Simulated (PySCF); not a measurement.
# CH5GaO: the cost of one run

Programs: PySCF 2.14.0, with density-fitted response routines of our own. Each step states its level of theory. These are calculated values for one molecule in the gas phase, unless marked as measured. Atoms are numbered from 0 throughout.

1 further run of the same task is left out (for a known fault of the program).

### 1 The molecule as given

8 atoms, charge 0, multiplicity 1; geometry from: GFN2-xTB. The atoms were then displaced at random by about 0.01 Å, so the start is not that level's minimum.

Bonds of the start (Å): C0–O1 1.39, O1–Ga2 1.68, C0–H3 1.11, C0–H4 1.08, C0–H5 1.09, Ga2–H6 1.56, Ga2–H7 1.57.

### 2 Geometry optimisation at PBE0-D3(BJ)/def2-SVP

Job settings and geometry (Å):

```
{"job": {"xc": "PBE0", "basis": "def2-SVP", "d3": "d3bj", "grid": 1, "shake": 0.01, "kind": "geom"}, "charge": 0, "multiplicity": 1}
C     -1.326930    -0.214650    -0.181440
O      0.048080    -0.122430    -0.004780
Ga     1.672950     0.247040     0.217000
H     -1.770200     0.798960    -0.080140
H     -1.780570    -0.870560     0.547290
H     -1.568630    -0.570090    -1.186500
H      2.585980    -1.010600     0.304060
H      2.194450     1.723200     0.332040
```

On the command line:

```console
OMP_NUM_THREADS=1 python probes_run.py task.json out
```

One launch serves the whole session: the jobs run in the order shown.

Q: Estimate the wall time and peak memory of this first job on 1 thread of Arm Neoverse V1, shared host.

About 21 s, with a peak of 0.36 GiB.
